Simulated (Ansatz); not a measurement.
Runs of Ansatz 0.2.0 on KPt. Symmetry: P-6m2, No. 187, hexagonal system. Conventional cell: a = 3.001 Å, b = 3.001 Å, c = 5.346 Å, α = 90.00°, β = 90.00°, γ = 120.00°. Pt (site symmetry -6m2) has 6 Pt at 3.00 Å and 6 K at 3.19 Å as nearest neighbours. K (site symmetry -6m2) has 6 K at 3.00 Å and 6 Pt at 3.19 Å as nearest neighbours. The cell comes from a database or a generator and needn't be the stable form of this composition.

```csv
task,level,cutoff (eV),smearing,gap on the mesh (eV),pressure (GPa)
single point,PBEsol,420,gaussian 0.02 eV,none,-4.1
single point,r2SCAN+D4,500,gaussian 0.05 eV,none,-2.9
single point,LDA,420,gaussian 0.05 eV,none,-7.1
single point,PBE,420,fermi-dirac 0.05 eV,none,(a)
```

Alike in all rows: potentials or basis Ansatz PAW; no spin polarisation; cell as given; k mesh 10 × 10 × 5.

Q: Fill in the values left out.

A: (a) 0.3.

Caveats: the PAW data sets come from PBE, with cores solved anew for the run's functional, which leaves a small shift of forces and pressure (some runs); pairwise dispersion overbinds metals, which lowers pressure and volume (some runs).

A k mesh can miss the band edges, and the runs leave out spin-orbit coupling on Pt.

A gap of «none» marks a metal or a gap under the smearing width.

Not every run made on this cell is shown here.
